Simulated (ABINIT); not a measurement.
The system is TiPd.

```
CELL_PARAMETERS angstrom
2.81471 0.00000 0.00000
0.00000 2.81471 0.00000
0.00000 0.00000 3.86576
ATOMIC_POSITIONS crystal
Pd 0.50000 0.50000 0.50000
Ti 0.00000 0.00000 0.00000
```

The cell comes from a database or a generator and needn't be the stable form of this composition.

| Item | Value |
| --- | --- |
| Program | ABINIT 10.8.3 (patched build) |
| Task | relaxation of cell and atoms |
| Functional | PBE |
| Potentials or basis | JTH PAW PBE v2.0 |
| Cutoff | 707 eV |
| k mesh | 7 × 7 × 6 |
| Occupations | fermi-dirac, width 0.05 eV |
| Spin | no spin polarisation |

At the start: pressure 3.4 GPa; volume 15.31 Å³/atom.

How do energy, volume and symmetry change on relaxing?

Over 5 steps the energy falls by 4.0 meV/atom and the volume is 15.66 Å³/atom (+2.2 %); space group P4/mmm (No. 123, to 0.05 Å).

The path:
```csv
step,energy change (eV),largest force (eV/Å),pressure (GPa),volume (Å³)
1,0.0000,0.0000,3.43,30.63
2,-0.0053,0.0000,1.72,30.95
3,-0.0075,0.0000,-0.01,31.30
4,-0.0077,0.0000,-0.11,31.32
5,-0.0079,0.0000,-0.04,31.31
```

Final structure:
```cif
data_structure
_symmetry_space_group_name_H-M 'P 1'
_symmetry_Int_Tables_number 1
_cell_length_a 2.8471
_cell_length_b 2.8471
_cell_length_c 3.8628
_cell_angle_alpha 90.000
_cell_angle_beta 90.000
_cell_angle_gamma 90.000
_cell_volume 31.31
loop_
_atom_site_label
_atom_site_type_symbol
_atom_site_fract_x
_atom_site_fract_y
_atom_site_fract_z
_atom_site_occupancy
Pd1 Pd 0.50000 0.50000 0.50000 1
Ti1 Ti 0.00000 0.00000 0.00000 1
```
